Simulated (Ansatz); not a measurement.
# F6H2W: the cost of one run

Program: Ansatz 0.2.0. Level of theory: RKS PBE0/def2-SVP. These are calculated values, not measurements.

## Step 1: The system as given

Bond lengths: W1–H2 2.070 Å, W1–F3 1.850 Å, W1–F4 1.850 Å, W1–F5 1.850 Å, W1–F6 1.850 Å, W1–F7 1.850 Å, W1–F8 2.150 Å, W1–H9 2.165 Å. Angles (14 of 28 angles, heavy atoms first): F3–W1–F4 90.0°, F3–W1–F5 180.0°, F3–W1–F6 90.0°, F3–W1–F7 90.0°, F3–W1–F8 48.9°, F4–W1–F5 90.0°, F4–W1–F6 180.0°, F4–W1–F7 90.0°, F4–W1–F8 46.8°, F5–W1–F6 90.0°, F5–W1–F7 90.0°, F5–W1–F8 131.1°, F6–W1–F7 90.0°, F6–W1–F8 133.2°.

Structure file:

```xyz
9

W     0.0000    0.0000    0.0000
H     0.0000    0.0000    2.0700
F     1.8500    0.0000    0.0000
F     0.0000    1.8500    0.0000
F    -1.8500    0.0000    0.0000
F     0.0000   -1.8500    0.0000
F     0.0000    0.0000   -1.8500
F     1.4129    1.4719    0.6779
H     0.7451    0.7762    1.8790
```

## Step 2: Pulling towards end A

Springs on the bonds that form and break draw the guess towards this end; the thresholds are loose.

The input, input.yaml:

```yaml
crystal:
  periodic: [false, false, false]
  atoms:
    - { symbol: W, position_ang: [0.0, 0.0, 0.0] }
    - { symbol: H, position_ang: [0.0, 0.0, 2.07] }
    - { symbol: F, position_ang: [1.85, 0.0, 0.0] }
    - { symbol: F, position_ang: [0.0, 1.85, 0.0] }
    - { symbol: F, position_ang: [-1.85, 0.0, 0.0] }
    - { symbol: F, position_ang: [0.0, -1.85, 0.0] }
    - { symbol: F, position_ang: [0.0, 0.0, -1.85] }
    - { symbol: F, position_ang: [1.4129, 1.4719, 0.6779] }
    - { symbol: H, position_ang: [0.7451, 0.7762, 1.879] }
basis:
  gaussian: { orbitals: def2-SVP }
hamiltonian:
  xc: pbe0
relax:
  f_tol: 0.15
  max_steps: 25
  restrain:
    - { distance: [0, 7], at: 3.05, k: 30.0 }
    - { distance: [8, 1], at: 1.86, k: 30.0 }
    - { distance: [0, 1], at: 1.72, k: 30.0 }
    - { distance: [8, 7], at: 0.92, k: 30.0 }
output:
  orbitals: {}
```

The run is started by

```console
> ansatz run input.yaml --threads 4 --pin off --max-ram 5120MiB --backend cpu --events-out ev --progress --plain --runs-dir out
```

Q: Estimate wall time and peak memory on 4 threads of Intel Xeon Platinum 8259CL at 2.50GHz (Skylake/Cascade Lake), shared host.

About 61 s, with a peak of 0.35 GiB.
